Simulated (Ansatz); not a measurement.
# Bi2Te: the cost of one run

Method: DFT PBE, scalar-relativistic, plane waves, PAW, in Ansatz 0.2.0.

## 1. The structure to begin with

It takes space group P42_12 (No. 90, tetragonal). Conventional cell: a = 6.558 Å, b = 6.558 Å, c = 5.011 Å, α = 90.00°, β = 90.00°, γ = 90.00°. Around Bi (site symmetry 2) lie 2 Te at 2.33 Å. Around Te (site symmetry 4) lie 4 Bi at 2.33 Å.

As a file:

```
Bi Te
1.0
     6.55819    0.00000    0.00000
     0.00000    6.55819    0.00000
     0.00000    0.00000    5.01141
Bi Te
4 2
Cartesian
  1.6181 1.6181 2.5057
  4.9401 4.9401 2.5057
  1.6610 4.8972 2.5057
  4.8972 1.6610 2.5057
  0.0000 3.2791 2.7476
  3.2791 0.0000 2.2638
```

Recipe of the guess: random cell by space group and Wyckoff sites (P42_12, No. 90). Lengths come from tabulated atomic sizes and are only a guess.

## 2. Probe: one point on a coarse mesh

input.yaml reads:

```yaml
crystal:
  lattice:
    - [6.55818704, 0.0, 0.0]
    - [0.0, 6.55818704, 0.0]
    - [0.0, 0.0, 5.01141467]
  atoms:
    - { symbol: Bi, position: [0.24673485, 0.24673485, 0.5] }
    - { symbol: Bi, position: [0.75326515, 0.75326515, 0.5] }
    - { symbol: Bi, position: [0.25326515, 0.74673485, 0.5] }
    - { symbol: Bi, position: [0.74673485, 0.25326515, 0.5] }
    - { symbol: Te, position: [0.0, 0.5, 0.54826978] }
    - { symbol: Te, position: [0.5, 0.0, 0.45173022] }
basis:
  ecutwfc: 420
kpoints:
  mp_grid: { grid: [4, 4, 4] }
hamiltonian:
  xc: pbe
scf:
  occupations: { method: gaussian, width: 0.1 }
  lower_state_search: "off"
output:
  forces: true
  stress: true
  eigenvalues: true
```

Launch:

```
$ ansatz run input.yaml --threads 1 --pin off --max-ram 2560MiB --backend cpu --events-out ev --progress --plain --runs-dir out
```

Q: Estimate wall time and peak memory on 1 thread of Arm Neoverse V1, shared host.

About 20 s, with a peak of 0.47 GiB.
